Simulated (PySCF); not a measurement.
# CHBr3: the cost of one run

Programs: PySCF 2.14.0, with density-fitted response routines of our own. Each step states its level of theory. These are calculated values for one molecule in the gas phase, unless marked as measured. Atoms are numbered from 0 throughout.

**1. Starting geometry**

5 atoms, charge 0, multiplicity 1; geometry from: GFN2-xTB. The atoms were then displaced at random by about 0.01 Å, so the start is not that level's minimum.

Bonds of the start (Å): Br0–C1 1.93, C1–Br2 1.95, C1–Br3 1.97, C1–H4 1.08.

**2. Relaxing the molecule at PBE0-D3(BJ)/def2-SVP**

What the job is given:

```
{"job": {"xc": "PBE0", "basis": "def2-SVP", "d3": "d3bj", "grid": 1, "shake": 0.01, "kind": "geom"}, "charge": 0, "multiplicity": 1}
Br    -1.401750    -1.201590    -0.451950
C     -0.001260    -0.006770     0.139120
Br    -0.345430     1.824740    -0.428000
Br     1.757490    -0.619330    -0.516750
H      0.024520    -0.031020     1.219690
```

On the command line:

```console
> OMP_NUM_THREADS=1 python probes_run.py task.json out
```

The driver reads the jobs from task.json and runs them one after another.

Q: Estimate the wall time and peak memory of this first job on 1 thread of Arm Neoverse N1, shared host.

About 68 s, with a peak of 0.5 GiB.
